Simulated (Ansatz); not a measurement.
Consider an atomisation energy of Cl2H3SbSi, SMILES [SiH3][Sb]([Cl])[Cl] (Ansatz 0.2.0, Python API).

`tae_cl2h3sbsi.py`:
```python
from collections import Counter

import ansatz as az
from ase import Atoms

BASIS = 'def2-SVP'
FUNCTIONAL = 'pbe'


def single_point(molecule, charge=0, unpaired=0):
    calc = molecule.calculation().basis(gaussian=BASIS).functional(FUNCTIONAL)
    if charge:
        calc = calc.charge(charge)
    if unpaired:
        calc = calc.spin('collinear', total=unpaired)
    report = calc.run(threads=1).report
    if report['published_state_doubts']:
        print('  doubts:', report['published_state_doubts'])
    return report['free_energy_ev']

atoms = Atoms(['Si', 'Sb', 'Cl', 'Cl', 'H', 'H', 'H'], positions=[
    (-0.3459, 0.8664, -0.1522),
    (-0.3796, -1.3146, 1.0197),
    (1.9672, -1.1798, 1.3458),
    (-0.019, -2.4758, -1.0607),
    (-0.2175, 1.9837, 0.8012),
    (-1.6766, 1.0982, -0.8647),
    (0.7327, 0.9539, -1.1348),
])
molecule = az.Crystal.molecule_from_ase(atoms)

unpaired = {'Si': 2, 'Sb': 3, 'Cl': 1, 'H': 1}
counts = Counter(site.symbol for site in molecule.cartesian_sites)
atom_energy = {s: single_point(az.Crystal.molecule().atom(s, (0, 0, 0)), 0, unpaired[s]) for s in counts}
whole = single_point(molecule, 0, 0)
for s, e in atom_energy.items():
    print(f'{s:2s} x{counts[s]}  {e:14.5f} eV')
print(f'Cl2H3SbSi: {whole:.5f} eV')
split = sum(counts[s] * e for s, e in atom_energy.items()) - whole
print(f'atomisation energy (no zero-point term): {split:.3f} eV, {split / sum(counts.values()):.3f} eV an atom')
```

What does it cost to take this molecule apart into atoms?

18.374 eV from the electronic energies, without the zero-point term.

What the script printed:

```console
$ python tae_cl2h3sbsi.py
Si x1     -7867.46925 eV
Sb x1     -6536.22155 eV
Cl x2    -12511.71430 eV
H  x3       -13.56840 eV
Cl2H3SbSi: -39486.19868 eV
atomisation energy (no zero-point term): 18.374 eV, 2.625 eV an atom
```

Total energies depend on the basis set; only differences at equal settings carry meaning. The geometry is a force-field or estimated start, not a minimum of this method, and the basis set is short of its limit. All parts are taken at fixed geometry, without zero-point energy. def2 sets replace the cores of elements past krypton by effective core potentials. This functional overbinds, so such energies come out a few per cent too high (LDA far more). The spin-orbit lowering of heavy atoms is left out. Run time: 3.4 s on 1 thread of Arm Neoverse V2 (shared host), peak memory 0.21 GiB.
